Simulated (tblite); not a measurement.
# C4H10BBrSi: the cost of one run

The runs use tblite 0.8.0 and PySCF 2.14.0, with density-fitted response routines of our own; the level of theory stands in each step. All values are computed, except where a source is named. Atoms are numbered from 0 throughout.

## Step 1: The starting structure

17 atoms, charge 0, multiplicity 1; geometry from: force field or distance geometry start.

Bonds of the start (Å): Br0–Si1 2.24, Si1–B2 1.94, B2–C3 1.59, C3–C4 1.50, C4–C5 1.51, C5–C6 1.52, C6–C3 1.50, Si1–H7 1.46, Si1–H8 1.48, B2–H9 1.20, C3–H10 1.13, C4–H11 1.10, C4–H12 1.09, C5–H13 1.09, C5–H14 1.11, C6–H15 1.13, C6–H16 1.10.

## Step 2: Relaxing the molecule with GFN2-xTB

The job: settings as JSON, then the geometry in Å.

```
{"job": {"kind": "relax", "xc": "GFN2-xTB", "basis": "xTB"}, "charge": 0, "multiplicity": 1}
Br     2.586400    -1.586500    -1.229400
Si     2.723900     0.276200     0.009600
B      0.922800     0.958500     0.211600
C     -0.215500    -0.041300     0.694900
C     -0.672700    -1.062300    -0.298300
C     -1.945000    -0.276500    -0.495100
C     -1.581800     0.570500     0.718100
H      3.538500     1.318300    -0.614000
H      3.228700     0.018100     1.371500
H      0.807000     2.071800     0.631900
H      0.118000    -0.527400     1.653500
H     -0.766600    -2.059700     0.152000
H     -0.115400    -1.126100    -1.234800
H     -2.882400    -0.801800    -0.310600
H     -1.894700     0.361200    -1.403800
H     -2.200700     0.283300     1.620800
H     -1.657400     1.635800     0.460600
```

On the command line:

```
$ OMP_NUM_THREADS=1 python probes_run.py task.json out
```

One launch serves the whole session: the jobs run in the order shown.

**Question.** How long does this first job take on 1 thread of Arm Neoverse N1, shared host, and how much memory does it need?

About 1.6 s, with a peak of 0.18 GiB.
